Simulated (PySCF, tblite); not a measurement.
**C₅H₈ClNSi₂: geometry, infrared bands and NMR shifts**

Wanted: the infrared bands and NMR shifts of C₅H₈ClNSi₂ (`[SiH3][SiH2]c1ccc(Cl)cn1`), by calculation.

Programs: tblite 0.8.0 and PySCF 2.14.0, with density-fitted response routines of our own. Each step states its level of theory. These are calculated values for one molecule in the gas phase, unless marked as measured. Atoms count from 0, in the outputs and in this text.

### 1 The molecule as given

17 atoms, charge 0, multiplicity 1; geometry from: force field or distance geometry start.

Bonds of the start (Å): Si0–Si1 2.22, Si1–C2 1.86, C2–C3 1.38, C3–C4 1.39, C4–C5 1.38, C5–Cl6 1.76, C5–C7 1.38, C7–N8 1.37, N8–C2 1.34, Si0–H9 1.49, Si0–H10 1.49, Si0–H11 1.46, Si1–H12 1.48, Si1–H13 1.48, C3–H14 1.07, C4–H15 1.09, C7–H16 1.08.

### 2 Optimising the geometry with GFN2-xTB

Job settings and geometry (Å):

```
{"job": {"kind": "relax", "xc": "GFN2-xTB", "basis": "xTB"}, "charge": 0, "multiplicity": 1}
Si    -3.149400    -0.058400     0.617200
Si    -1.617900     0.467500    -0.901000
C      0.106600     0.151700    -0.274800
C      1.114900     0.027100    -1.207900
C      2.399300    -0.212900    -0.740100
C      2.702800    -0.312900     0.603800
Cl     4.353800    -0.602600     1.125100
C      1.656400    -0.163500     1.485600
N      0.386500     0.056500     1.034300
H     -3.840500     1.186300     1.056200
H     -4.120700    -0.970300    -0.048200
H     -2.515500    -0.666300     1.782700
H     -1.771000     1.899300    -1.245500
H     -1.751300    -0.322600    -2.144500
H      0.922100     0.099200    -2.262900
H      3.237400    -0.324400    -1.429600
H      1.879500    -0.241800     2.539700
```

Run with:

```
> OMP_NUM_THREADS=1 python probes_run.py task.json out
```

The driver reads the jobs from task.json and runs them one after another.

**Question.** This job is followed by: GFN2-xTB harmonic vibrations, gas phase; GIAO PBE0/pcSseg-1 NMR shielding, non-relativistic, gas phase. What will the session give for the following? strongest single infrared mode (GFN2-xTB); zero-point energy (GFN2-xTB); 13C shifts against TMS (PBE0/pcSseg-1); 1H shifts against TMS (PBE0/pcSseg-1, means over atoms taken as alike); 29Si shifts against TMS (PBE0/pcSseg-1); 35Cl shifts against HCl (PBE0/pcSseg-1); 15N shifts against NH3 (PBE0/pcSseg-1); surface potential, 1st and 99th percentile.

**Answer**, as computed:

```
                                                              quantity                                  value
                             strongest single infrared mode (GFN2-xTB)                   672 cm⁻¹, 690 km/mol
                                          zero-point energy (GFN2-xTB)                          66.5 kcal/mol
                                13C shifts against TMS (PBE0/pcSseg-1)  165.0, 154.6, 143.8, 140.5, 137.1 ppm
1H shifts against TMS (PBE0/pcSseg-1, means over atoms taken as alike)       8.94, 7.81, 7.80, 4.73, 3.71 ppm
                               29Si shifts against TMS (PBE0/pcSseg-1)                      -73.0, -119.9 ppm
                               35Cl shifts against HCl (PBE0/pcSseg-1)                                214 ppm
                                15N shifts against NH3 (PBE0/pcSseg-1)                              384.9 ppm
                                 surface potential, 1st and 99th percentile                     -1.00 V and 1.22 V
```

The optimisation took 73 steps and gained 0.380 eV; among the close pairs (by a distance rule), Si0–Si1 changed most, from 2.220 to 2.307 Å. The lowest mode is imaginary (30i cm⁻¹), so the xTB geometry is not a minimum. The strongest single mode, at 672 cm⁻¹, is carried by H13, H12, Si1. GFN2-xTB is a fitted tight-binding method: band positions and strengths are rough. Its intensities can rank the bands wrongly. At PBE0/pcSseg-1: Shielding is most anisotropic at N8 (span 723 ppm, paramagnetic term -449 ppm). NICS(1)zz of -26 ppm above the planar ring from C2 marks a diatropic (aromatic) ring current. By nearest atom (PBE0/pcSseg-1), the HOMO sits on N8 48 %; C2 11 % and the LUMO on N8 21 %; C2, C4, C5 about 19 % each.
